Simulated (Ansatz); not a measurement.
# CH6B2O: a ladder of functionals and wavefunction methods

How much do the methods differ for CH6B2O? The plan is to run it at one geometry with functionals of several rungs and with coupled cluster. The yardstick is the atomisation energy at the CCSD(T) limit.

Program: Ansatz 0.2.0, Gaussian basis. Level of theory: functionals in def2-TZVPP, the program's frozen cores in correlated methods. These are calculated values, not measurements.

Plan: LDA (SPW92), PBE-D4, revPBE-D4, BLYP-D4, r2SCAN-D4, B97M-V, PBE0-D4, B3LYP-D4, r2SCANh-D4, r2SCAN0-D4, HSE06-D4, BHLYP-D4, CAM-B3LYP-D4, LC-ωPBE, ωB97X-V, ωB97M-V, B2PLYP, PBE-QIDH; CCSD(T)/def2-SVP; CCSD(T)/def2-TZVPP; MP2/def2-QZVPP; extrapolation to the limit; RPA on PBE.

## (1) The geometry

An earlier PBE0-D4 in a triple-zeta def2 set relaxation fixed the geometry.

SMILES `BB(C)O`, 10 atoms, charge 0, spin multiplicity 1.

Atoms are counted from 1 here; the program's logs count them from 0.

Bond lengths: B1–B2 1.681 Å, B1–H5 1.201 Å, B1–H6 1.200 Å, B2–C3 1.575 Å, B2–O4 1.367 Å, C3–H7 1.093 Å, C3–H8 1.094 Å, C3–H9 1.097 Å, O4–H10 0.959 Å. Angles: B2–B1–H5 121.9°, B2–B1–H6 122.5°, H5–B1–H6 115.4°, B1–B2–C3 118.7°, B1–B2–O4 125.5°, C3–B2–O4 115.8°, B2–C3–H7 113.8°, B2–C3–H8 111.5°, B2–C3–H9 108.5°, H7–C3–H8 109.0°, H7–C3–H9 106.2°, H8–C3–H9 107.5°, B2–O4–H10 114.4°.

## (2) LDA

This LDA is Slater exchange with PW92 correlation.

Contents of in.yaml:

```yaml
crystal:
  periodic: [false, false, false]
  atoms:
    - {symbol: B, position_ang: [-1.157384, 0.826847, -0.622105]}
    - {symbol: B, position_ang: [0.289403, 0.045904, -0.271047]}
    - {symbol: C, position_ang: [0.377312, -0.834654, 1.032241]}
    - {symbol: O, position_ang: [1.432597, 0.117828, -1.017867]}
    - {symbol: H, position_ang: [-2.010441, 0.312082, -1.292162]}
    - {symbol: H, position_ang: [-1.440363, 1.898922, -0.162158]}
    - {symbol: H, position_ang: [-0.546496, -1.370995, 1.265904]}
    - {symbol: H, position_ang: [1.200401, -1.552476, 0.975699]}
    - {symbol: H, position_ang: [0.572651, -0.174460, 1.886722]}
    - {symbol: H, position_ang: [1.365320, 0.679802, -1.792327]}
basis:
  gaussian: {orbitals: def2-TZVPP}
hamiltonian: {xc: lda}
output: {orbitals: {seedname: orbitals}}
```

On the command line:

```sh
> ansatz run in.yaml --threads 2 --pin off --events-out ev --progress --plain --max-ram 4352MiB
```

The runs that follow: PBE-D4 (GGA); revPBE-D4 (GGA); BLYP-D4 (GGA); r2SCAN-D4 (meta-GGA); B97M-V (meta-GGA); B3LYP-D4 (hybrid); r2SCANh-D4 (hybrid); r2SCAN0-D4 (hybrid); HSE06-D4 (hybrid); BHLYP-D4 (hybrid); CAM-B3LYP-D4 (range-separated); LC-ωPBE (range-separated); ωB97X-V (range-separated); ωB97M-V (range-separated); B2PLYP (double hybrid); PBE-QIDH (double hybrid); CCSD(T) in def2-SVP; CCSD(T) in def2-TZVPP; MP2 in def2-QZVPP; RPA on PBE orbitals.

Q: Predict the results of all the runs planned. Wanted: atomisation energy, CCSD(T)/CBS; farthest beyond LDA; mean size of error, GGA; mean size of error, meta-GGA; mean size of error, hybrid; mean size of error, range-separated; mean size of error, double hybrid; gap, smallest and largest; T1 diagnostic.

**Answer**, as computed:

```
                               quantity                                                      value
        atomisation energy, CCSD(T)/CBS                                             901.9 kcal/mol
functionals within 4.5 kcal/mol (0.5 %)  revPBE-D4, BLYP-D4, r2SCAN0-D4, LC-ωPBE, B2PLYP, PBE-QIDH
                    farthest beyond LDA                                    PBE-D4 (+19.0 kcal/mol)
                mean size of error, GGA                                               8.2 kcal/mol
           mean size of error, meta-GGA                                               9.8 kcal/mol
             mean size of error, hybrid                                               7.0 kcal/mol
    mean size of error, range-separated                                               7.2 kcal/mol
      mean size of error, double hybrid                                               1.3 kcal/mol
              gap, smallest and largest                  3.19 eV (LDA (SPW92)), 10.89 eV (LC-ωPBE)
                          T1 diagnostic                                                     0.0125
triples share of the correlation energy                                                      3.4 %
```

**Reading.** LDA overbinds by 122.5 kcal/mol (14 %). PBE-D4 is off by +19.0 kcal/mol. Double hybrids carry the basis error of their MP2 part in triple zeta, and no dispersion term here, so their miss is partly the set-up's. Taken by rung, double hybrid functionals do best (1.3 kcal/mol on average) and meta-GGA ones worst beyond LDA (9.8 kcal/mol). Misses under about 4.5 kcal/mol are within the doubt on the reference itself, which lacks core-valence correlation, relativity and higher excitations. Hartree-Fock recovers 77 % of the binding; the rest is correlation. CCSD(T) in def2-SVP is off by -36.0 kcal/mol, more than most functionals: a good method in a small basis is no reference. The gap grows from 3.2 to 10.9 eV across the functionals, mostly with the share of exact exchange.
